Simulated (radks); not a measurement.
# Taking charge from the 5s level of Pm in fractions

The task here is to estimate one member of a computed series from the others.

Method: scalar-relativistic Kohn-Sham, r2SCAN, spin-polarised, spherical densities, finite nucleus; open shells are filled with parallel spins first. Code: radks (a radial shooting solver on a logarithmic mesh, Libxc functionals) version 1.

## The system

```
element            : promethium (Z = 61)
charge             : 0
electrons          : 61
configuration      : [Kr] 4d10 4f5 5s(up 1, down 1) 5p6 6s2
nuclear rms radius : 4.962 fm
```

A shell typed twice in an input gives spin up, then spin down.

Set-up of the first run:

The run's settings:

```text
Z 61
configuration [Kr] 4d10 4f5 5s1 5s1 5p6 6s2
relativity scalar-relativistic
functional r2scan,r2scan
spin polarised
nucleus finite rms 4.962 fm
c 137.035999084
```

Among the steps run: Start: [Kr] 4d10 4f5 5s(up 1, down 1) 5p6 6s2.

One table of the session follows, with a row left open; its other results are not shown here.

It belongs to the step «Start: [Kr] 4d10 4f5 5s(up 1, down 1) 5p6 6s2». From the orbitals of this run (lengths in bohr):

```
  level     <r>  outermost maximum (interpolated)  90 % within  nodes
4d down  0.6894                             0.602         1.04      1
  5s up   1.435                              1.29         2.07      4
5s down       ?                                 ?            ?      ?
  5p up   1.676                              1.46         2.46      3
5p down   1.720                              1.48         2.53      3
  6s up   4.362                              3.74         6.40      5
6s down   4.607                              3.92         6.77      5
  4f up   1.033                             0.637         1.81      0
```

**Question.** Estimate the row for 5s down.

The run gave: <r>: 1.466; outermost maximum (interpolated): 1.30; 90 % within: 2.12; nodes: 4. In the column «<r>» it lies between 5s up (1.435) and 5p up (1.676).
